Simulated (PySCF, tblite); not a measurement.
# C7H11O radical: geometry, infrared bands and EPR parameters

What infrared bands and EPR parameters should C7H11O radical (`C[C@H]1[CH]CCCC1=O`) show?

Computed with tblite 0.8.0 and PySCF 2.14.0, with density-fitted response routines of our own, on a single molecule in the gas phase. Atoms count from 0, in the outputs and in this text.

## 1. Starting geometry

19 atoms, charge 0, multiplicity 2; geometry from: force field or distance geometry start.

Bonds of the start (Å): C0–C1 1.52, C1–C2 1.50, C2–C3 1.49, C3–C4 1.54, C4–C5 1.52, C5–C6 1.51, C6–O7 1.24, C6–C1 1.54, C0–H8 1.10, C0–H9 1.10, C0–H10 1.10, C1–H11 1.09, C2–H12 1.09, C3–H13 1.10, C3–H14 1.09, C4–H15 1.09, C4–H16 1.10, C5–H17 1.10, C5–H18 1.10.

## 2. Geometry optimisation with GFN2-xTB

What the job is given:

```
{"job": {"kind": "relax", "xc": "GFN2-xTB", "basis": "xTB"}, "charge": 0, "multiplicity": 2}
C     -2.356100     0.330600     0.523400
C     -1.083800    -0.164300    -0.135200
C     -0.307400     0.967200    -0.742000
C      1.116000     0.782200    -1.130900
C      1.896000     0.117500     0.019500
C      1.229600    -1.171300     0.472100
C     -0.196200    -0.899400     0.888800
O     -0.629000    -1.346800     1.956700
H     -2.939200    -0.502800     0.938700
H     -2.157900     1.026000     1.351000
H     -3.003300     0.849400    -0.204300
H     -1.339000    -0.893200    -0.908900
H     -0.871300     1.778400    -1.212800
H      1.174100     0.157700    -2.029800
H      1.563100     1.753000    -1.360000
H      2.918700    -0.087300    -0.305200
H      1.967600     0.820600     0.859800
H      1.225600    -1.927700    -0.322000
H      1.782800    -1.580500     1.333700
```

Run with:

```
$ OMP_NUM_THREADS=1 python probes_run.py task.json out
```

One launch serves the whole session: the jobs run in the order shown.

**Question.** This job is followed by: GFN2-xTB harmonic vibrations, gas phase; UKS B3LYP, pcH-1 on C H O, non-relativistic, mean-field spin-orbit, GIAO. Predict these results of the whole session: strongest single infrared mode (GFN2-xTB); zero-point energy (GFN2-xTB); g(iso) (B3LYP); ⟨S²⟩; largest a(iso) (averaged by class); potential on the surface of density 0.002 e/bohr³, 1st and 99th percentile.

The runs gave:

| quantity | value |
| --- | --- |
| strongest single infrared mode (GFN2-xTB) | 1700 cm⁻¹, 443 km/mol |
| zero-point energy (GFN2-xTB) | 101.5 kcal/mol |
| g(iso) (B3LYP) | 2.00370 |
| ⟨S²⟩ | 0.760 (exact 0.75) |
| largest a(iso) (averaged by class) | 13C on C4, 82.6 MHz |
| potential on the surface of density 0.002 e/bohr³, 1st and 99th percentile | -1.84 V and 0.93 V |

In words: Relaxing lowered the energy by 0.321 eV in 116 steps; the close pair that moved most is C1–C2, from 1.500 to 1.469 Å. All 51 modes are real, so the xTB geometry is a minimum. The strongest single mode, at 1700 cm⁻¹, moves mainly C6 and O7. Unscaled tight-binding wavenumbers are off by several per cent, some by more. Its intensities can rank the bands wrongly. C2 carries the largest spin population, 0.85 e. The isotropic g lies 1.4 ppt above the free-electron value. The conformer search found further structures of the same energy, which may be mirror or relabelled copies of this one.
